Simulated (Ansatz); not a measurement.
# InO: the cost of one run

Method: DFT PBEsol+D3(BJ), scalar-relativistic, plane waves, PAW, in Ansatz 0.2.0.

### 1 The structure to begin with

Symmetry: P-6m2, No. 187, hexagonal system. The conventional cell has a = 3.454 Å, b = 3.454 Å, c = 15.877 Å, α = 90.00°, β = 90.00°, γ = 120.00°. In (site symmetry 3m) has 3 O at 2.15 Å in its first shell of neighbours. O (site symmetry 3m) is surrounded by 3 In at 2.15 Å.

Structure file:

```
In O
1.0
     3.45361    0.00000    0.00000
    -1.72681    2.99092    0.00000
     0.00000    0.00000   15.87710
In O
2 2
Direct
  0.66667 0.33333 0.59002
  0.66667 0.33333 0.40998
  0.00000 0.00000 0.63987
  0.00000 0.00000 0.36013
```

It goes back to an entry of the Materials Project, which need not be the stable form.

No relaxation comes first: the listed cell is the starting point.

### 2 Zero of the scan

Contents of input.yaml:

```yaml
crystal:
  lattice:
    - [3.4536138013, 0.0, 0.0]
    - [-1.7268069007, 2.9909172868, 0.0]
    - [0.0, 0.0, 15.8771]
  atoms:
    - { symbol: In, position: [0.6666666667, 0.3333333333, 0.590021] }
    - { symbol: In, position: [0.6666666667, 0.3333333333, 0.409979] }
    - { symbol: O, position: [0.0, 0.0, 0.639867] }
    - { symbol: O, position: [0.0, 0.0, 0.360133] }
basis:
  ecutwfc: 420
kpoints:
  mp_grid: { grid: [12, 12, 4] }
hamiltonian:
  xc: pbesol
  dispersion: d3bj
scf:
  occupations: { method: gaussian, width: 0.03 }
output:
  forces: true
  stress: true
  eigenvalues: true
  write_density: true
  write_potential: true
  elf: true
  volumetric_format: npy
```

Launch:

```
ansatz run input.yaml --threads 1 --pin off --max-ram 2560MiB --backend cpu --events-out ev --progress --plain --runs-dir out
```

What time and memory should one allow on 1 thread of Intel Xeon Platinum 8488C (Sapphire Rapids), shared host?

About 19 s, with a peak of 0.52 GiB.
